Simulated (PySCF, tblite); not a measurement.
# C₅H₁₀O₂S: a rotation path, then NMR shifts on frames, part 2 of 2

tblite 0.8.0 and PySCF 2.14.0. Atoms count from 0.

## Step 5: Nuclear shieldings: image 5, PBE0/pcSseg-1

Job settings and geometry (Å):

```
{"job": {"kind": "nmr", "xc": "PBE0", "basis": "pcSseg-1", "pop": false}, "charge": 0, "multiplicity": 1}
C     -3.048300    -0.233700    -0.524800
C     -1.909000    -0.006000     0.467000
O     -0.668900    -0.530700     0.038700
C     -0.070900     0.143800    -1.044200
C      1.385900     0.447400    -0.766800
S      2.012100     1.922800    -1.061100
O      2.074200    -0.580500    -0.317300
C      3.447200    -0.386200    -0.034300
H     -3.993400     0.040000    -0.061600
H     -3.087600    -1.281400    -0.810600
H     -2.918700     0.368000    -1.421100
H     -2.115500    -0.536100     1.399800
H     -1.811000     1.067400     0.686400
H     -0.115400    -0.492000    -1.943000
H     -0.573700     1.090900    -1.262600
H      3.822700    -1.336500     0.337100
H      3.576500     0.397200     0.716300
H      3.985000    -0.088000    -0.939200
```

Level: GIAO PBE0/pcSseg-1 NMR shielding, non-relativistic, gas phase.

What it wrote:

```text
coarse grid: 15432 points
cycle   1  E = -744.3849805044  dE =  1.054e+00  |g| = 7.201e-01  |ddm| = 3.703e+00
cycle   2  E = -744.2570781745  dE =  1.279e-01  |g| = 1.098e+00  |ddm| = 1.396e+00
cycle   3  E = -744.4874813014  dE = -2.304e-01  |g| = 1.122e-01  |ddm| = 9.053e-01
cycle   4  E = -744.4898083490  dE = -2.327e-03  |g| = 5.609e-02  |ddm| = 1.548e-01
cycle   5  E = -744.4904728731  dE = -6.645e-04  |g| = 2.472e-02  |ddm| = 7.493e-02
cycle   6  E = -744.4906160791  dE = -1.432e-04  |g| = 5.377e-03  |ddm| = 2.786e-02
cycle   7  E = -744.4906217030  dE = -5.624e-06  |g| = 1.641e-03  |ddm| = 4.709e-03
final grid: 143928 points
cycle   8  E = -744.5623154694  dE = -2.987e-05  |g| = 1.543e-02  |ddm| = 3.135e-02
cycle   9  E = -744.5622613429  dE =  5.413e-05  |g| = 2.301e-02  |ddm| = 2.339e-02
cycle  10  E = -744.5623596560  dE = -9.831e-05  |g| = 2.092e-03  |ddm| = 1.488e-02
cycle  11  E = -744.5623606529  dE = -9.970e-07  |g| = 1.947e-04  |ddm| = 1.784e-03
cycle  12  E = -744.5623606601  dE = -7.113e-09  |g| = 9.547e-05  |ddm| = 2.452e-04
cycle  13  E = -744.5623606615  dE = -1.455e-09  |g| = 3.523e-05  |ddm| = 8.931e-05
cycle  14  E = -744.5623606617  dE = -2.249e-10  |g| = 4.706e-06  |ddm| = 3.162e-05
converged SCF energy = -744.5623606617

GIAO shielding tensors (ppm)
atom      isotropic    diamagn.    paramagn.     s11        s22        s33       span
  0 C      170.109     248.795     -78.685    151.421    172.053    186.854     35.433
  1 C      115.186     243.428    -128.241     86.839     90.992    167.729     80.890
  2 O      289.799     400.864    -111.065    241.971    288.744    338.682     96.711
  3 C      103.977     246.830    -142.853     74.290     97.987    139.653     65.363
  4 C      -44.002     255.580    -299.582   -210.315     -6.598     84.907    295.222
  5 S       50.945    1058.142   -1007.197   -484.926    -12.754    650.516   1135.442
  6 O       63.848     401.692    -337.844   -214.832    120.430    285.945    500.777
  7 C      125.844     241.337    -115.493     97.279    111.869    168.385     71.106
  8 H       30.894      27.142       3.752     27.127     27.599     37.957     10.830
  9 H       30.574      29.386       1.188     26.894     28.642     36.186      9.292
 10 H       30.310      29.993       0.317     26.043     30.265     34.621      8.578
 11 H       27.637      30.720      -3.083     22.318     27.639     32.955     10.637
 12 H       28.100      31.618      -3.518     23.002     29.090     32.209      9.206
 13 H       26.911      30.552      -3.641     24.129     27.189     29.415      5.286
 14 H       27.431      32.499      -5.068     22.046     26.548     33.698     11.652
 15 H       27.339      27.565      -0.226     23.587     26.272     32.158      8.572
 16 H       27.491      28.034      -0.544     23.843     25.445     33.184      9.342
 17 H       27.436      26.994       0.442     23.493     25.419     33.396      9.902
```

It took 27 s on 1 thread of Arm Neoverse V2, shared host; peak memory 0.91 GiB.

In short: δ C4 230.9, C3 82.9, C1 71.7, C7 61.1, H13 4.81, H15 4.38 ppm.

## Step 6: Shielding tensors: image 6, PBE0/pcSseg-1

Job settings and geometry (Å):

```
{"job": {"kind": "nmr", "xc": "PBE0", "basis": "pcSseg-1", "pop": false}, "charge": 0, "multiplicity": 1}
C     -3.009800    -0.365800    -0.564900
C     -1.972700     0.068500     0.469000
O     -0.653200    -0.340300     0.175600
C     -0.071500     0.293300    -0.939200
C      1.410900     0.498400    -0.725900
S      2.115200     1.933600    -1.040700
O      2.053500    -0.574400    -0.315400
C      3.447900    -0.466900    -0.096100
H     -4.006600    -0.160000    -0.181400
H     -2.921700    -1.431300    -0.758700
H     -2.884700     0.173400    -1.500700
H     -2.189300    -0.398500     1.432600
H     -2.006200     1.161800     0.590300
H     -0.199800    -0.325400    -1.843200
H     -0.523600     1.275100    -1.123000
H      3.781700    -1.441700     0.251200
H      3.660500     0.300100     0.652400
H      3.960300    -0.193700    -1.023300
```

Level: GIAO PBE0/pcSseg-1 NMR shielding, non-relativistic, gas phase.

What it wrote:

```text
coarse grid: 15432 points
cycle   1  E = -744.3854899181  dE =  1.057e+00  |g| = 7.192e-01  |ddm| = 3.699e+00
cycle   2  E = -744.2593599362  dE =  1.261e-01  |g| = 1.093e+00  |ddm| = 1.399e+00
cycle   3  E = -744.4879627622  dE = -2.286e-01  |g| = 1.116e-01  |ddm| = 9.040e-01
cycle   4  E = -744.4902438339  dE = -2.281e-03  |g| = 5.644e-02  |ddm| = 1.550e-01
cycle   5  E = -744.4909200015  dE = -6.762e-04  |g| = 2.461e-02  |ddm| = 7.511e-02
cycle   6  E = -744.4910616001  dE = -1.416e-04  |g| = 5.383e-03  |ddm| = 2.765e-02
cycle   7  E = -744.4910672031  dE = -5.603e-06  |g| = 1.671e-03  |ddm| = 4.713e-03
final grid: 143928 points
cycle   8  E = -744.5626542998  dE = -3.013e-05  |g| = 1.527e-02  |ddm| = 3.032e-02
cycle   9  E = -744.5626015360  dE =  5.276e-05  |g| = 2.275e-02  |ddm| = 2.302e-02
cycle  10  E = -744.5626975465  dE = -9.601e-05  |g| = 2.055e-03  |ddm| = 1.466e-02
cycle  11  E = -744.5626985056  dE = -9.591e-07  |g| = 1.968e-04  |ddm| = 1.737e-03
cycle  12  E = -744.5626985129  dE = -7.303e-09  |g| = 9.904e-05  |ddm| = 2.594e-04
cycle  13  E = -744.5626985144  dE = -1.550e-09  |g| = 3.741e-05  |ddm| = 9.123e-05
cycle  14  E = -744.5626985147  dE = -2.331e-10  |g| = 7.824e-06  |ddm| = 3.017e-05
converged SCF energy = -744.5626985147

GIAO shielding tensors (ppm)
atom      isotropic    diamagn.    paramagn.     s11        s22        s33       span
  0 C      170.325     248.990     -78.665    152.715    171.937    186.323     33.608
  1 C      114.871     242.685    -127.814     84.993     92.146    167.475     82.482
  2 O      288.795     401.515    -112.720    240.216    285.613    340.557    100.341
  3 C      103.289     246.645    -143.356     70.472    100.257    139.136     68.664
  4 C      -43.182     255.027    -298.209   -210.468     -3.712     84.633    295.101
  5 S       49.005    1057.951   -1008.946   -486.084    -16.726    649.825   1135.909
  6 O       63.700     401.991    -338.291   -215.033    120.360    285.772    500.805
  7 C      125.793     241.036    -115.243     97.212    111.822    168.344     71.133
  8 H       30.861      27.071       3.790     27.160     27.583     37.839     10.679
  9 H       30.560      29.710       0.850     26.843     28.681     36.158      9.314
 10 H       30.313      29.996       0.317     26.108     30.156     34.674      8.567
 11 H       27.575      30.500      -2.925     22.294     27.511     32.919     10.625
 12 H       28.137      31.107      -2.970     22.985     29.017     32.409      9.423
 13 H       26.842      30.966      -4.124     24.059     27.333     29.134      5.075
 14 H       27.456      32.270      -4.813     22.263     26.429     33.677     11.413
 15 H       27.340      27.567      -0.227     23.582     26.291     32.147      8.566
 16 H       27.487      27.835      -0.348     23.834     25.422     33.204      9.370
 17 H       27.427      26.943       0.484     23.490     25.420     33.373      9.883
```

It took 24 s on 1 thread of Arm Neoverse V2, shared host; peak memory 0.91 GiB.

This run: δ C4 230.1, C3 83.6, C1 72.1, C7 61.1, H13 4.88, H15 4.38 ppm.

## Step 7: Shielding tensors: image 8, PBE0/pcSseg-1

Job settings and geometry (Å):

```
{"job": {"kind": "nmr", "xc": "PBE0", "basis": "pcSseg-1", "pop": false}, "charge": 0, "multiplicity": 1}
C     -2.864500    -0.555700    -0.632600
C     -2.000000     0.050100     0.470800
O     -0.611800    -0.116000     0.271600
C     -0.081600     0.649000    -0.775400
C      1.423500     0.596200    -0.762100
S      2.308700     1.739600    -1.516300
O      1.922500    -0.445900    -0.136400
C      3.330100    -0.577800    -0.088200
H     -3.907300    -0.527200    -0.329500
H     -2.574600    -1.589500    -0.803600
H     -2.763500    -0.002800    -1.563700
H     -2.197500    -0.457600     1.418000
H     -2.235600     1.119300     0.586900
H     -0.412600     0.271500    -1.758400
H     -0.396900     1.701500    -0.703400
H      3.532300    -1.480900     0.482500
H      3.779000     0.293200     0.396600
H      3.740900    -0.660600    -1.098100
```

Level: GIAO PBE0/pcSseg-1 NMR shielding, non-relativistic, gas phase.

What it wrote:

```text
coarse grid: 15432 points
cycle   1  E = -744.3853112834  dE =  1.076e+00  |g| = 7.246e-01  |ddm| = 3.700e+00
cycle   2  E = -744.2561824706  dE =  1.291e-01  |g| = 1.104e+00  |ddm| = 1.468e+00
cycle   3  E = -744.4901368881  dE = -2.340e-01  |g| = 1.106e-01  |ddm| = 9.421e-01
cycle   4  E = -744.4924454256  dE = -2.309e-03  |g| = 5.336e-02  |ddm| = 1.516e-01
cycle   5  E = -744.4930403078  dE = -5.949e-04  |g| = 2.374e-02  |ddm| = 7.171e-02
cycle   6  E = -744.4931714193  dE = -1.311e-04  |g| = 5.718e-03  |ddm| = 2.776e-02
cycle   7  E = -744.4931778201  dE = -6.401e-06  |g| = 1.760e-03  |ddm| = 5.155e-03
final grid: 143928 points
cycle   8  E = -744.5646211201  dE = -3.173e-05  |g| = 1.538e-02  |ddm| = 3.110e-02
cycle   9  E = -744.5645665297  dE =  5.459e-05  |g| = 2.308e-02  |ddm| = 2.367e-02
cycle  10  E = -744.5646647314  dE = -9.820e-05  |g| = 2.041e-03  |ddm| = 1.516e-02
cycle  11  E = -744.5646656706  dE = -9.392e-07  |g| = 2.212e-04  |ddm| = 1.741e-03
cycle  12  E = -744.5646656780  dE = -7.368e-09  |g| = 1.499e-04  |ddm| = 3.480e-04
cycle  13  E = -744.5646656822  dE = -4.205e-09  |g| = 4.977e-05  |ddm| = 1.659e-04
cycle  14  E = -744.5646656827  dE = -4.839e-10  |g| = 1.664e-05  |ddm| = 5.457e-05
converged SCF energy = -744.5646656827

GIAO shielding tensors (ppm)
atom      isotropic    diamagn.    paramagn.     s11        s22        s33       span
  0 C      171.666     249.120     -77.454    152.750    175.976    186.271     33.521
  1 C      117.442     242.095    -124.653     85.848     98.967    167.510     81.662
  2 O      287.717     402.114    -114.397    249.836    276.898    336.418     86.582
  3 C      106.229     246.717    -140.488     71.206     99.600    147.880     76.674
  4 C      -42.076     253.955    -296.031   -206.782     -1.103     81.657    288.438
  5 S      122.804    1057.372    -934.568   -334.408     -7.252    710.070   1044.478
  6 O       58.495     402.752    -344.257   -219.174    105.559    289.100    508.274
  7 C      126.896     240.955    -114.059     97.726    113.749    169.212     71.485
  8 H       30.854      27.169       3.686     27.203     27.584     37.776     10.573
  9 H       30.593      30.203       0.390     26.779     28.812     36.188      9.410
 10 H       30.151      30.130       0.020     25.601     30.056     34.794      9.193
 11 H       27.570      30.291      -2.722     22.115     27.555     33.039     10.924
 12 H       28.227      30.366      -2.139     23.389     28.443     32.848      9.459
 13 H       26.722      31.362      -4.639     22.284     27.656     30.227      7.943
 14 H       27.318      31.318      -4.000     22.770     26.628     32.556      9.787
 15 H       27.348      27.973      -0.625     23.468     26.419     32.156      8.687
 16 H       27.425      27.388       0.038     23.597     25.388     33.290      9.692
 17 H       27.410      27.067       0.343     23.462     25.416     33.353      9.890
```

It took 24 s on 1 thread of Arm Neoverse V2, shared host; peak memory 0.91 GiB.

In short: δ C4 229.0, C3 80.7, C1 69.5, C7 60.0, H13 4.99, H14 4.40 ppm.

## Step 8: Comparing the runs: NMR shifts

Shifts (ppm) of some atoms, chosen among heavy atoms and hydrogens apart, with basis size and wall time:

```
  frame     C4    C1   H14   H13     O6    O2   S5  functions  time
image 0  235.1  65.9  4.90  4.60  272.9  60.3  482        193  28 s
image 2  234.1  66.9  4.62  4.50  273.4  57.8  473        193  26 s
image 5  230.9  71.7  4.29  4.81  272.2  46.3  453        193  27 s
image 6  230.1  72.1  4.26  4.88  272.4  47.3  455        193  24 s
image 8  229.0  69.5  4.40  4.99  277.6  48.4  381        193  24 s
```

## Step 9: Summary of results

This closing draws on all 2 parts.

| quantity | value |
| --- | --- |
| barrier | 0.096 eV (2.2 kcal/mol) at image 5 |
| end to end (GFN2-xTB) | 0.060 eV |
| 13C shifts against TMS (PBE0/pcSseg-1, image 0) | 235.1, 78.5, 65.9, 60.8, 13.9 ppm |
| 1H shifts against TMS (PBE0/pcSseg-1, image 0) | 4.90, 4.60, 4.43, 4.33, 4.25, 3.87, 3.52, 1.79, 1.01, 0.77 ppm |
| 17O shifts against H2O (PBE0/pcSseg-1, image 0) | 272.9, 60.3 ppm |
| 33S shifts against CS2 (PBE0/pcSseg-1, image 0) | 482 ppm |
| range of the shift of S5 | 381 to 482 ppm |

In words: Along the band the dihedral turns by 103°, and the top (dihedral 132°) lies 2.2 kcal/mol above the start (GFN2-xTB, rough), so at room temperature this motion is fast. The top was not checked by a frequency run. Shifts at one fixed geometry are not the observed spectrum, which averages over the motion. In the first frame run (image 0): Shielding is most anisotropic at S5 (span 1239 ppm, paramagnetic term -1037 ppm). Across the 5 runs the shift of S5 moves most, between 381 (image 8) and 482 ppm (image 0).
